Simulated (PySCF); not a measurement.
# RuF₃⁺: relaxation and vibrations of the quintet

Aim: relax RuF₃⁺ as a quintet from a T-shaped start, check by its vibrations whether the end is a minimum, and collect its spectrum and constants.

Computed with PySCF 2.14.0. Level: PBE0, basis Ru def2-TZVP with ECP28, F def2-TZVP, scalar-relativistic core potentials, no spin–orbit coupling, density fitting.

### Step 1. Where the work starts

4 atoms, charge 1, spin multiplicity 5.

Bond lengths: Ru1–F2 1.852 Å, Ru1–F3 1.852 Å, Ru1–F4 1.852 Å. Angles: F2–Ru1–F3 88.0°, F2–Ru1–F4 88.0°, F3–Ru1–F4 176.0°.

```xyz
4
charge 1 multiplicity 5
Ru    0.0000    0.0000    0.0000
F     0.0000    0.0000    1.8522
F     1.8511    0.0000    0.0646
F    -1.8511    0.0000    0.0646
```

### Step 2. Finding the electronic state

One driver script runs all steps and calls PySCF; scf.py shows how it sets up the SCF of each step. The optimiser is the driver's own. After this first run the driver tries any further starts and a stability analysis.

The input, scf.py:

```python
from pyscf import gto, scf, dft
mol = gto.M(atom='''
Ru     0.000000     0.000000     0.000000
F      0.000000     0.000000     1.852200
F      1.851100     0.000000     0.064600
F     -1.851100     0.000000     0.064600''',
    basis={'Ru': 'def2-TZVP', 'F': 'def2-TZVP'},
    ecp={'Ru': 'def2-TZVP'},
    charge=1, spin=4)
mf = dft.UKS(mol, xc='PBE0')
mf.grids.atom_grid = (50, 194)
aux = {'Ru': 'def2-universal-JKFIT', 'F': 'def2-universal-JKFIT'}
mf = mf.density_fit(auxbasis=aux)
mf.conv_tol = 1e-08
mf.diis_space = 10
mf.max_cycle = 60
mf.init_guess = 'minao'
mf.verbose = 4
mf.kernel()
```

Launch:

```bash
OMP_NUM_THREADS=4 python axn.py task.json out
```

The program printed:

```text
init E= -386.292619528271
[... the frontier-level lines of each cycle are left out ...]
cycle= 1 E= -393.737871509223  delta_E= -7.45  |g|= 0.614  |ddm|= 3.04
cycle= 2 E= -391.067627826085  delta_E= 2.67  |g|= 2.75  |ddm|= 1.64
cycle= 3 E= -393.820131441498  delta_E= -2.75  |g|= 0.371  |ddm|= 1.46
cycle= 4 E= -393.853613519184  delta_E= -0.0335  |g|= 0.212  |ddm|= 0.283
cycle= 5 E= -393.867131289154  delta_E= -0.0135  |g|= 0.0678  |ddm|= 0.13
cycle= 6 E= -393.868859333263  delta_E= -0.00173  |g|= 0.0102  |ddm|= 0.0437
cycle= 7 E= -393.868923485039  delta_E= -6.42e-05  |g|= 0.00283  |ddm|= 0.0102
cycle= 8 E= -393.868931569998  delta_E= -8.08e-06  |g|= 0.00176  |ddm|= 0.00439
cycle= 9 E= -393.868934440717  delta_E= -2.87e-06  |g|= 0.000512  |ddm|= 0.00287
cycle= 10 E= -393.868935012046  delta_E= -5.71e-07  |g|= 0.000249  |ddm|= 0.00175
cycle= 11 E= -393.868935096266  delta_E= -8.42e-08  |g|= 6.21e-05  |ddm|= 0.000552
cycle= 12 E= -393.868935106236  delta_E= -9.97e-09  |g|= 3.81e-05  |ddm|= 0.000229
Extra cycle  E= -393.868935102448  delta_E= 3.79e-09  |g|= 0.000114  |ddm|= 8.24e-05
converged SCF energy = -393.868935102448  <S^2> = 6.0131063  2S+1 = 5.0052398
```

This step, with its further starts and checks, needed 24 s of wall time on 4 threads of Arm Neoverse N1, shared host.

Energies from each starting density:

```csv
start,energy (Eh)
the minimal-basis guess,-393.868935
a thermally smeared density,-393.868935
a smeared PBE density,-393.868935
```

No lower solution of this spin turned up from the other starts or in the test of internal stability.

### Step 3. T-shaped start, quintet: relaxation

The program finds C2v symmetry in the start, which this walk keeps.

scf.py, as its differences from that of step 2:

```diff
@@ -3,4 +3,4 @@
-Ru     0.000000     0.000000     0.000000
-F      0.000000     0.000000     1.852200
-F      1.851100     0.000000     0.064600
-F     -1.851100     0.000000     0.064600''',
+Ru     0.000000     0.000000    -0.236901
+F      0.000000     0.000000     1.615299
+F      1.851100     0.000000    -0.172301
+F     -1.851100     0.000000    -0.172301''',
@@ -17 +16,0 @@
-mf.init_guess = 'minao'
```

The optimiser's trace:

```
step  energy (Eh)  change (kJ/mol)  largest symmetric gradient (Eh/bohr)
   0  -393.868935             0.00                               0.07476
   1  -393.882568           -35.79                               0.01324
   2  -393.886384           -45.81                               0.01064
   3  -393.887691           -49.24                               0.00398
   4  -393.887757           -49.42                               0.00019
   5  -393.887757           -49.42                               0.00010
```

The walk took 23 s.

Positions (Å) and forces (eV/Å) along the way:

```
step 0
Ru   0.000   0.000  -0.237   0.000   0.000   3.845
F    0.000   0.000   1.615   0.000   0.000  -2.378
F    1.851   0.000  -0.172  -1.764   0.000  -0.733
F   -1.851   0.000  -0.172   1.764   0.000  -0.733
step 1
Ru   0.000   0.000  -0.148   0.000   0.000   0.681
F    0.000   0.000   1.608   0.000   0.000   0.390
F    1.790   0.000  -0.213   0.243   0.000  -0.535
F   -1.790   0.000  -0.213  -0.243   0.000  -0.535
step 3
Ru   0.000   0.000  -0.022   0.000   0.000   0.163
F    0.000   0.000   1.747   0.000   0.000  -0.202
F    1.772   0.000  -0.345  -0.205   0.000   0.020
F   -1.772   0.000  -0.345   0.205   0.000   0.020
step 5
Ru   0.000   0.000  -0.017   0.000   0.000  -0.005
F    0.000   0.000   1.747   0.000   0.000   0.005
F    1.765   0.000  -0.348  -0.002   0.000   0.000
F   -1.765   0.000  -0.348   0.002   0.000   0.000
```

End point (C2v, 5 steps, 49.4 kJ/mol gained): Ru–F 1.764 Å, Ru–F 1.796 Å (×2); F–Ru–F 100.6° (×2), F–Ru–F 158.8°.

### Step 4. Frequencies

On the finer grid the gradient is checked again; gradients at displacements of ±0.02 bohr then give force constants and infrared intensities.

scf.py, as its differences from that of step 3:

```diff
@@ -3,4 +3,4 @@
-Ru     0.000000     0.000000    -0.236901
-F      0.000000     0.000000     1.615299
-F      1.851100     0.000000    -0.172301
-F     -1.851100     0.000000    -0.172301''',
+Ru     0.000000     0.000000    -0.131646
+F      0.000000     0.000000     1.632879
+F      1.765441     0.000000    -0.462875
+F     -1.765441     0.000000    -0.462875''',
@@ -11 +11 @@
-mf.grids.atom_grid = (50, 194)
+mf.grids.atom_grid = (75, 302)
@@ -14 +14 @@
-mf.conv_tol = 1e-08
+mf.conv_tol = 1e-10
```

This SCF starts from the last density.

Log of the central SCF (cycles and frontier levels):

```text
init E= -393.887751365756
[... the frontier-level lines of each cycle are left out ...]
cycle= 1 E= -393.887751364958  delta_E= 7.98e-10  |g|= 5.38e-05  |ddm|= 3.4e-05
cycle= 2 E= -393.887751360105  delta_E= 4.85e-09  |g|= 0.000133  |ddm|= 8.32e-05
cycle= 3 E= -393.887751365907  delta_E= -5.8e-09  |g|= 5.59e-06  |ddm|= 5.92e-05
cycle= 4 E= -393.887751365918  delta_E= -1.13e-11  |g|= 1.69e-07  |ddm|= 2.55e-06
Extra cycle  E= -393.887751365917  delta_E= 6.82e-13  |g|= 1.89e-07  |ddm|= 2.24e-07
converged SCF energy = -393.887751365917  <S^2> = 6.0110268  2S+1 = 5.0044088
```

The whole step took 1.8 min.

Geometry: C2v; Ru–F 1.765 Å, Ru–F 1.796 Å (×2); F–Ru–F 100.6° (×2), F–Ru–F 158.7°.

Harmonic modes (main isotopes):

| symmetry | ω (cm⁻¹) | IR (km/mol) | μ (u) |
| --- | --- | --- | --- |
| b1 | 127 | 27.7 | 25.96 |
| a1 | 187 | 12.9 | 22.40 |
| b2 | 193 | 1.0 | 20.23 |
| a1 | 733 | 15.4 | 19.37 |
| a1 | 783 | 48.9 | 21.61 |
| b2 | 796 | 186 | 24.45 |

All wavenumbers are real: a minimum.

Properties at this point:

```yaml
Dipole_moment_about_the_centre_of_mass: 1.60 D
Highest_occupied_level: -16.77 eV
Lowest_empty_level: -13.07 eV
Rotational_constants: 0.2784, 0.1423, 0.09418 cm⁻¹
Zero-point_energy: 16.9 kJ/mol
Principal_polarisabilities: 16.5, 29.1, 42.5 bohr³
Principal_traceless_quadrupole_moments_about_the_centre_of_mass: -5.83, 1.95, 3.88 D Å
Entropy_at_298.15_K_and_1_bar_electronic_part_spin_only: 320.8 J/(mol K)
Heat_capacity_Cp_at_298.15_K: 65.6 J/(mol K)
Enthalpy_at_298.15_K_above_0_K: 15.43 kJ/mol
Rotational_symmetry_number: 2
Spin_squared_⟨S²⟩: 6.011
```

Charges (e) and bond orders:

```json
{"atom": "Ru1", "Mulliken": "1.80", "Löwdin": "1.29", "polar tensor": "2.32", "spin (Mulliken)": "3.18", "Mayer order to Ru1": "–"}
{"atom": "F2", "Mulliken": "-0.22", "Löwdin": "-0.04", "polar tensor": "-0.34", "spin (Mulliken)": "0.29", "Mayer order to Ru1": "1.14"}
{"atom": "F3,4", "Mulliken": "-0.29", "Löwdin": "-0.12", "polar tensor": "-0.49", "spin (Mulliken)": "0.26", "Mayer order to Ru1": "0.99"}
```

Mulliken populations on Ru1 (outside its core potential): s 2.24, p 6.20, d 5.73, f 0.03.

### Step 5. Outcome

```
                                          quantity                                                               value
                                           minimum                                                        quintet, C2v
                                          geometry  Ru–F 1.765 Å, Ru–F 1.796 Å (×2); F–Ru–F 100.6° (×2), F–Ru–F 158.7°
                                wavenumbers (cm⁻¹)          127 (b1), 187 (a1), 193 (b2), 733 (a1), 783 (a1), 796 (b2)
                    dipole moment (centre of mass)                                                              1.60 D
highest occupied, lowest empty level (either spin)                                                   -16.77, -13.07 eV
                        polar-tensor charge of Ru1                                                             +2.32 e
                                 zero-point energy                                                         16.9 kJ/mol
                               entropy at 298.15 K                                                     320.8 J/(mol K)
                                              ⟨S²⟩                                                               6.011
```

What this shows: The T-shaped start keeps its C2v symmetry and ends in a minimum. The strongest infrared band lies at 796 cm⁻¹ (b2, stretch). Most of the spin sits on Ru1 (Mulliken spin 3.18, against 4 for the whole molecule). Other starts or spin states, not run here, may lie lower. One determinant may miss the lowest occupation of an open d or f shell.

The search up to here took 2.5 min.
